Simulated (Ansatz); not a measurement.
# HNSiTe: an energy map over bond length Si2–H4 and angle H4–Si2–N1

How does the energy of HNSiTe, SMILES N1=[SiH][Te]1 change over two coordinates at once? A grid of runs gives the map.

Program: Ansatz 0.2.0. Level of theory: RKS SPW92 (LDA)/def2-TZVP. These are calculated values, not measurements.

**1. The system as given**

SMILES `N1=[SiH][Te]1`, 4 atoms, charge 0, spin multiplicity 1.

Atoms are counted from 1 here; the program's logs count them from 0.

Bond lengths: N1–Si2 1.658 Å, Si2–Te3 2.399 Å, Si2–H4 1.503 Å. Angles: N1–Si2–Te3 71.2°, N1–Si2–H4 141.2°, Te3–Si2–H4 147.6°.

As a file:

| atom | x (Å) | y (Å) | z (Å) |
| --- | --- | --- | --- |
| N1 | 0.51192 | -1.07839 | -0.70079 |
| Si2 | 0.17468 | 0.41749 | -0.06907 |
| Te3 | -1.29344 | -1.19286 | 0.93340 |
| H4 | 0.60684 | 1.85376 | -0.16354 |

**2. Geometry optimisation**

File input.yaml:

```yaml
crystal:
  periodic: [false, false, false]
  atoms:
    - { symbol: "N", position_ang: [0.511925, -1.078391, -0.700787] }
    - { symbol: Si, position_ang: [0.174676, 0.417487, -0.069071] }
    - { symbol: Te, position_ang: [-1.293436, -1.192863, 0.933399] }
    - { symbol: H, position_ang: [0.606835, 1.853757, -0.163541] }
basis:
  gaussian: { orbitals: def2-TZVP }
hamiltonian:
  xc: lda
output:
  forces: true
relax:
  f_tol: 0.003
  max_steps: 120
```

Command:

```console
> ansatz run input.yaml --threads 1 --pin off --max-ram 2560MiB --backend cpu --events-out ev --progress --plain --runs-dir out
```

Log (excerpt; [...] marks lines left out):

```text
Warning: RAYON_NUM_THREADS=1 ignored (pool sized by the plan → 1); use --threads N
[...]
Functional definition: SPW92
[...]
837 factors; their error is unknown
[...]
mean field -16621.69681014 eV, -610.8360911819 hartree, gradient 3.3e-5 eV, S^2 0.000000; 1 other end points of the search recorded, 0 dependent functions left out
[...]
reference -16621.69684156 eV, -610.8360923365 hartree; 23, 23 occupied and 101, 101 virtual orbitals, 837 factors
relax step   1: F+E_penalty+E_count = -16621.69681014 eV  Δ(F+E_penalty+E_count) = +0.000e0 eV  max|allowed force component| = 1.104e0 eV/Å  Δτ_max = 0.0000 Å  (48 SCF iters, accepted)
[...]
relax step   6: F+E_penalty+E_count = -16621.74933938 eV  Δ(F+E_penalty+E_count) = -4.442e-5 eV  max|allowed force component| = 1.041e-2 eV/Å  Δτ_max = 0.0033 Å  (33 SCF iters, accepted)
[...]
relax step   7: F+E_penalty+E_count = -16621.74934103 eV  Δ(F+E_penalty+E_count) = -1.647e-6 eV  max|allowed force component| = 2.412e-5 eV/Å  Δτ_max = 0.0003 Å  (35 SCF iters, accepted)
837 factors; their error is unknown
[...]
mean field -16621.74934103 eV, -610.8380216565 hartree, gradient 2.4e-5 eV, S^2 0.000000; 2 other end points of the search recorded, 0 dependent functions left out
[...]
reference -16621.74937242 eV, -610.8380228101 hartree; 23, 23 occupied and 101, 101 virtual orbitals, 837 factors
Total energy: -16621.74937242 eV, -610.8380228101 hartree
Atom 0 at     0.473486    -1.058021    -0.660498 Å, force     0.000020    -0.000022    -0.000023 eV/Å
Atom 1 at     0.157288     0.422755    -0.054373 Å, force     0.000006     0.000024     0.000000 eV/Å
Atom 2 at    -1.253626    -1.204047     0.894967 Å, force    -0.000005     0.000022     0.000009 eV/Å
Atom 3 at     0.622853     1.839302    -0.180096 Å, force    -0.000021    -0.000024     0.000013 eV/Å
Dipole moment:    -0.065212     0.660416     0.200685 e Å
```

Wall time 28 s (1 thread of Arm Neoverse N1, shared host); peak memory 0.19 GiB.

Step by step:

| step | energy from step 1 (eV) | largest force component (eV/Å) |
| --- | --- | --- |
| 1 | 0.0000 | 1.1042 |
| 2 | -0.0433 | 0.5140 |
| 3 | -0.0518 | 0.1513 |
| 4 | -0.0524 | 0.0190 |
| 5 | -0.0525 | 0.0173 |
| 6 | -0.0525 | 0.0104 |
| 7 | -0.0525 | 0.0000 |

Distances of close pairs at the start and the end, largest changes first:

| bond | before (Å) | after (Å) | change (Å) |
| --- | --- | --- | --- |
| N1–Te3 | 2.438 | 2.329 | -0.109 |
| Si2–Te3 | 2.399 | 2.353 | -0.045 |
| N1–Si2 | 1.658 | 1.631 | -0.027 |
| Si2–H4 | 1.503 | 1.496 | -0.006 |

**3. Plan of the scan**

- bond length Si2–H4: 15 values from 1.287 to 2.095 Å
- angle H4–Si2–N1: 15 values from 105.2 to 175.2 °

Nothing else is relaxed (all other coordinates rigid). Energies count from the relaxed molecule at the same level. Points are written as (first, second).

Below, 3 of the grid's runs; all are launched alike.

**4. The run at (1.806 Å, 160.2°)**

File input.yaml:

```yaml
crystal:
  periodic: [false, false, false]
  atoms:
    - { symbol: "N", position_ang: [0.473486, -1.058021, -0.660498] }
    - { symbol: Si, position_ang: [0.157288, 0.422755, -0.054373] }
    - { symbol: Te, position_ang: [-1.253626, -1.204047, 0.894967] }
    - { symbol: H, position_ang: [0.267197, 2.203736, 0.224308] }
basis:
  gaussian: { orbitals: def2-TZVP }
hamiltonian:
  xc: lda
output:
  forces: true
```

Command:

```console
> ansatz run input.yaml --threads 1 --pin off --max-ram 2560MiB --backend cpu --events-out ev --progress --plain --runs-dir out
```

Log (excerpt; [...] marks lines left out):

```text
Warning: RAYON_NUM_THREADS=1 ignored (pool sized by the plan → 1); use --threads N
[...]
[... 1 set-up line as earlier in the session ...]
[...]
837 factors; their error is unknown
[...]
mean field -16621.11067126 eV, -610.8145509752 hartree, gradient 2.3e-5 eV, S^2 0.000000; 3 other end points of the search recorded, 0 dependent functions left out
[...]
reference -16621.11070282 eV, -610.8145521352 hartree; 23, 23 occupied and 101, 101 virtual orbitals, 837 factors
Total energy: -16621.11070282 eV, -610.8145521352 hartree
Atom 0 at     0.473486    -1.058021    -0.660498 Å, force     0.357451     0.093049    -0.308533 eV/Å
Atom 1 at     0.157288     0.422755    -0.054373 Å, force    -0.374287     2.560911     0.889738 eV/Å
Atom 2 at    -1.253626    -1.204047     0.894967 Å, force    -0.128675    -0.132461     0.089970 eV/Å
Atom 3 at     0.267197     2.203736     0.224308 Å, force     0.145512    -2.521498    -0.671174 eV/Å
Dipole moment:    -0.039346     0.661570     0.177170 e Å
```

Wall time 5.6 s (1 thread of Arm Neoverse N1, shared host); peak memory 0.19 GiB.

On the map this point reads 62 kJ/mol.

**5. The run at (1.518 Å, 140.2°)**

Edit input.yaml of step 4 so:

```diff
@@ -6,3 +6,3 @@
     - { symbol: Te, position_ang: [-1.253626, -1.204047, 0.894967] }
-    - { symbol: H, position_ang: [0.267197, 2.203736, 0.224308] }
+    - { symbol: H, position_ang: [0.629009, 1.860003, -0.181339] }
 basis:
```

Command:

```console
> ansatz run input.yaml --threads 1 --pin off --max-ram 2560MiB --backend cpu --events-out ev --progress --plain --runs-dir out
```

Log (excerpt; [...] marks lines left out):

```text
Warning: RAYON_NUM_THREADS=1 ignored (pool sized by the plan → 1); use --threads N
[...]
[... 1 set-up line as earlier in the session ...]
[...]
837 factors; their error is unknown
[...]
mean field -16621.74562540 eV, -610.8378851096 hartree, gradient 1.9e-5 eV, S^2 0.000000; 3 other end points of the search recorded, 0 dependent functions left out
[...]
reference -16621.74565679 eV, -610.8378862633 hartree; 23, 23 occupied and 101, 101 virtual orbitals, 837 factors
Total energy: -16621.74565679 eV, -610.8378862633 hartree
Atom 0 at     0.473486    -1.058021    -0.660498 Å, force     0.003600     0.004455    -0.002357 eV/Å
Atom 1 at     0.157288     0.422755    -0.054373 Å, force     0.106163     0.317884    -0.029762 eV/Å
Atom 2 at    -1.253626    -1.204047     0.894967 Å, force    -0.005253    -0.001942     0.004412 eV/Å
Atom 3 at     0.629009     1.860003    -0.181339 Å, force    -0.104509    -0.320398     0.027708 eV/Å
Dipole moment:    -0.066507     0.657569     0.201268 e Å
```

Wall time 5.6 s (1 thread of Arm Neoverse N1, shared host); peak memory 0.18 GiB.

That is 0.36 kJ/mol from the zero.

**6. Point (1.806 Å, 115.2°)**

Edit input.yaml of step 5 so:

```diff
@@ -6,3 +6,3 @@
     - { symbol: Te, position_ang: [-1.253626, -1.204047, 0.894967] }
-    - { symbol: H, position_ang: [0.629009, 1.860003, -0.181339] }
+    - { symbol: H, position_ang: [1.181764, 1.757256, -0.711023] }
 basis:
```

Command:

```console
> ansatz run input.yaml --threads 1 --pin off --max-ram 2560MiB --backend cpu --events-out ev --progress --plain --runs-dir out
```

Log (excerpt; [...] marks lines left out):

```text
Warning: RAYON_NUM_THREADS=1 ignored (pool sized by the plan → 1); use --threads N
[...]
[... 1 set-up line as earlier in the session ...]
[...]
837 factors; their error is unknown
[...]
mean field -16621.03782711 eV, -610.8118740023 hartree, gradient 5.2e-5 eV, S^2 0.000000; 3 other end points of the search recorded, 0 dependent functions left out
[...]
reference -16621.03785831 eV, -610.8118751490 hartree; 23, 23 occupied and 101, 101 virtual orbitals, 837 factors
Total energy: -16621.03785831 eV, -610.8118751490 hartree
Atom 0 at     0.473486    -1.058021    -0.660498 Å, force    -0.447846    -0.228300     0.362743 eV/Å
Atom 1 at     0.157288     0.422755    -0.054373 Å, force     2.171082     1.849652    -1.600155 eV/Å
Atom 2 at    -1.253626    -1.204047     0.894967 Å, force    -0.036961    -0.084658     0.015907 eV/Å
Atom 3 at     1.181764     1.757256    -0.711023 Å, force    -1.686276    -1.536695     1.221505 eV/Å
Dipole moment:    -0.140414     0.554105     0.247107 e Å
```

Wall time 5.8 s (1 thread of Arm Neoverse N1, shared host); peak memory 0.19 GiB.

That is 69 kJ/mol from the zero.

**7. All points together**

225 points were computed. Energies in kJ/mol, from the relaxed molecule at the same level:

```tsv
angle H4–Si2–N1 (°) ↓, bond length Si2–H4 (Å) →	1.287	1.345	1.402	1.460	1.518	1.575	1.633	1.691	1.749	1.806	1.864	1.922	1.980	2.037	2.095
175.2	87	62	47	40	39	43	50	61	73	87	101	116	132	147	163
170.2	78	52	37	30	29	33	41	51	63	77	92	107	123	138	154
165.2	69	44	29	22	21	25	32	43	55	69	83	99	114	130	146
160.2	62	36	21	14	14	17	25	36	48	62	76	92	108	123	139
155.2	56	31	16	9	8	12	19	30	42	56	71	87	103	118	134
150.2	52	26	12	4	4	8	15	26	38	52	67	83	99	115	131
145.2	49	24	9	2	1	5	13	23	36	50	65	81	97	113	129
140.2	49	23	8	1	0	4	12	23	35	49	64	80	96	112	128
135.2	49	24	9	2	1	5	13	23	36	50	65	81	97	112	129
130.2	52	26	12	5	4	8	15	26	38	52	67	83	99	115	131
125.2	56	31	16	9	8	12	20	30	42	56	71	87	102	118	134
120.2	62	37	22	15	14	18	25	36	48	62	76	92	107	123	139
115.2	70	45	30	23	22	25	33	43	55	69	83	98	114	129	145
110.2	80	54	39	32	31	35	42	52	64	77	92	107	122	137	152
105.2	91	65	50	43	42	45	52	62	74	87	101	116	131	146	161
```

On the same grid, dipole moment (D):

```tsv
angle H4–Si2–N1 (°) ↓, bond length Si2–H4 (Å) →	1.287	1.345	1.402	1.460	1.518	1.575	1.633	1.691	1.749	1.806	1.864	1.922	1.980	2.037	2.095
175.2	3.69	3.68	3.67	3.65	3.63	3.61	3.58	3.54	3.51	3.47	3.42	3.37	3.32	3.27	3.21
170.2	3.67	3.66	3.64	3.62	3.60	3.57	3.54	3.50	3.46	3.41	3.36	3.31	3.25	3.20	3.14
165.2	3.64	3.62	3.61	3.58	3.56	3.52	3.49	3.45	3.40	3.35	3.30	3.24	3.19	3.13	3.07
160.2	3.60	3.58	3.56	3.54	3.51	3.47	3.43	3.39	3.34	3.30	3.24	3.19	3.13	3.07	3.02
155.2	3.55	3.54	3.52	3.49	3.46	3.42	3.38	3.34	3.29	3.24	3.19	3.14	3.08	3.03	2.97
150.2	3.51	3.49	3.47	3.44	3.41	3.37	3.33	3.29	3.24	3.20	3.15	3.09	3.04	2.99	2.94
145.2	3.46	3.44	3.42	3.39	3.36	3.33	3.29	3.25	3.20	3.16	3.11	3.06	3.01	2.96	2.91
140.2	3.42	3.40	3.38	3.35	3.32	3.28	3.25	3.21	3.16	3.12	3.07	3.03	2.98	2.93	2.89
135.2	3.38	3.36	3.33	3.31	3.28	3.25	3.21	3.17	3.13	3.09	3.05	3.00	2.96	2.91	2.87
130.2	3.34	3.32	3.30	3.27	3.24	3.21	3.18	3.14	3.10	3.06	3.02	2.98	2.94	2.90	2.86
125.2	3.30	3.28	3.26	3.23	3.21	3.18	3.14	3.11	3.07	3.04	3.00	2.96	2.92	2.89	2.85
120.2	3.26	3.24	3.22	3.20	3.17	3.14	3.11	3.08	3.05	3.02	2.98	2.95	2.91	2.88	2.84
115.2	3.22	3.20	3.18	3.16	3.14	3.11	3.08	3.05	3.02	2.99	2.96	2.93	2.90	2.87	2.84
110.2	3.18	3.16	3.14	3.12	3.10	3.07	3.05	3.02	2.99	2.96	2.94	2.91	2.88	2.85	2.82
105.2	3.13	3.11	3.09	3.07	3.05	3.03	3.01	2.98	2.96	2.93	2.90	2.88	2.85	2.83	2.80
```

**8. Results**

| quantity | value |
| --- | --- |
| lowest point | (1.518 Å, 140.2°), 0.36 kJ/mol |
| highest computed point | (2.095 Å, 175.2°), 162 kJ/mol above the lowest |
| dipole moment (D) | 2.80 at (2.095 Å, 105.2°) to 3.69 at (1.287 Å, 175.2°); 3.32 at the lowest point |
| time for the whole task | 23 min on 1 thread, shared host |

**Reading.** The lowest computed point is at (1.518 Å, 140.2°), 0.36 kJ/mol from the relaxed molecule at the same level. The grid is coarse, so the lowest point of the scanned range may lie between grid points; coordinates that were held can hide deeper minima. No other kind of well shows on this grid. The highest computed point, (2.095 Å, 175.2°), lies 162 kJ/mol above the lowest. Round the minimum the two coordinates are nearly uncoupled.
